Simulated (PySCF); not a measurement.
# The bond of BeAl, level by level

What are the lowest state that PBE0 finds, the bond length, vibrational wavenumber and bond energy of BeAl, and how much do these hang on the method?

Program: PySCF 2.14.0. Level of theory: Be 6-31G(d,p), Al 6-31G(d,p), no relativity. These are calculated values, not measurements.

## Step 1: Input

Settings of the job:

```json
{
  "atoms": "Be, Al",
  "charge": "0",
  "basis": "Be 6-31G(d,p), Al 6-31G(d,p)",
  "Hamiltonian": "no relativity",
  "basis functions": "32",
  "electrons treated": "17",
  "masses in u": "9.0122, 26.9815",
  "levels": "PBE0, PBE, r²SCAN, M06-L, TPSS, B2PLYP, HF, MP2, SCS-MP2, CCSD, CCSD(T)",
  "grid": "80 radial by 434 angular points",
  "occupations": "held fixed by the projection of orbital angular momentum",
  "dissociation limit": "Be + Al, each in its ground configuration",
  "starting distance in angstrom": "2.155",
  "values of 2S to try": "1, 3"
}
```

Command:

```bash
$ OMP_NUM_THREADS=1 python dia.py task.json out
```

Further steps of the session: The PBE0 curve of the state that the search chose; Higher solutions at PBE0; PBE (GGA); r²SCAN; M06-L (meta-GGA); TPSS (meta-GGA); B2PLYP (double hybrid); UHF; MP2 and coupled cluster.

What does the calculation give? Wanted: for each run, Re; ωe; De; μ.

**Answer**, as computed:

Lowest PBE0 solution found, without spin–orbit coupling: ²Π (doublet), unpaired electrons π ↑. State 2 has its PBE0 minimum 0.14 eV higher. State 4 has its PBE0 minimum 0.95 eV higher. The other levels ran on the lowest alone.

```csv
level,Re (Å),ωe (cm⁻¹),De (eV),μ (D)
UHF,3.031,46.6,0.031,-1.24
UHF-MP2,2.413,409,0.397,n/a
UHF-SCS-MP2,2.433,373,0.297,n/a
UHF-CCSD,2.467,329,0.269,n/a
UHF-CCSD(T),2.431,373,0.385,n/a
PBE,2.418,404,0.95,-0.51
TPSS,2.406,407,0.85,-0.63
r²SCAN,2.413,411,0.91,-0.72
M06-L,2.378,420,0.89,-0.57
PBE0,2.423,393,0.78,-0.70
B2PLYP,2.424,398,0.54,-0.98
```

De is counted to Be + Al in their ground configurations. A positive dipole means Be(−)Al(+). ⟨S²⟩ is off the pure value of 0.75 by over a tenth at TPSS 0.84, M06-L 0.90.

The methods spread over 0.652 Å in bond length, from M06-L to UHF. CCSD(T) can't serve as the judge here: for a weak bond in this basis it is far from its limit. Among the levels with a De in the table, it runs from 0.031 eV (UHF) to 0.95 eV (PBE).

Correlated steps freeze 5 core orbitals. B2PLYP dipoles, levels and charges come from its SCF part alone.
